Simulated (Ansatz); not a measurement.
Born–Oppenheimer molecular dynamics of a periodic cell of 16 atoms, C (start crystal C, start structure diamond, volume 1.05 times the crystal's). It starts from a structure without forces on its atoms.

Theory: Ansatz 0.2.0, DFT PBE, scalar-relativistic, plane waves, PAW. Settings: accuracy low, cutoff 420 eV, k mesh 3x3x3, fermi-dirac smearing 0.3 eV, no spin polarisation.

* ensemble: NVE (velocity Verlet)
* time step: 0.75 fs
* steps asked: 80
* starting velocities drawn for: 7000 K
* seed: 886626

First frame:

```xyz
16
Lattice="0.0000 3.6285 3.6285 3.6285 0.0000 3.6285 3.6285 3.6285 0.0000" Properties=species:S:1:pos:R:3
C 0.000 0.000 0.000
C 0.907 0.907 0.907
C 1.814 1.814 0.000
C 2.721 2.721 0.907
C 1.814 0.000 1.814
C 2.721 0.907 2.721
C 3.628 1.814 1.814
C 4.536 2.721 2.721
C 0.000 1.814 1.814
C 0.907 2.721 2.721
C 1.814 3.628 1.814
C 2.721 4.536 2.721
C 1.814 1.814 3.628
C 2.721 2.721 4.536
C 3.628 3.628 3.628
C 4.536 4.536 4.536
```

Q: What does the run give?

A: The run went to its last step.

```
steps done                                               : 80
time covered                                             : 60 fs
mean temperature over the second half                    : 3463 K
spread of the potential energy over the second half      : 112.4 meV per atom
mean potential energy of the second half above the start : 430.7 meV per atom
```

The conserved energy stayed within 3.9 meV per atom of its start (net change 1.7 meV per atom), so the integration is sound. The temperature averaged 0.49 of the 7000 K drawn at the start: a run that starts near a minimum puts about half its kinetic energy into the potential. A run of 0.06 ps of so small a system gives no equilibrium averages. Limits of this set-up: coarse k mesh, low accuracy level.

Q: What happens to the structure?

A: Mean squared displacements from the first frame to the last, about the centre of mass: C 0.02 Å². Another seed would give other details.

Q: How do temperature and energy run in time?

A: 
```
time (fs)  T (K)  potential energy less start (eV)  conserved less start (meV/atom)
      0.0   7000                             0.000                             0.00
      3.0   5063                             3.780                             1.50
      6.0   1877                             9.992                             3.70
      9.0   1279                            11.145                             3.23
     12.0   2699                             8.371                             2.01
     15.0   3729                             6.367                             1.62
     18.0   3500                             6.819                             2.08
     21.0   2837                             8.113                             2.51
     24.0   2721                             8.336                             2.49
     27.0   3429                             6.964                             2.51
     30.0   4975                             3.945                             1.25
     33.0   5191                             3.524                             0.97
     36.0   3395                             7.033                             2.72
     39.0   2414                             8.941                             3.06
     42.0   3048                             7.698                             2.25
     45.0   3828                             6.175                             1.48
     48.0   3371                             7.066                             1.88
     51.0   2384                             8.995                             2.80
     54.0   2475                             8.817                             2.69
     57.0   3533                             6.752                             1.92
     60.0   4216                             5.425                             1.68
```

The run took 6 min on 1 thread of Arm Neoverse V2, on a shared host, peak memory 0.4 GiB.
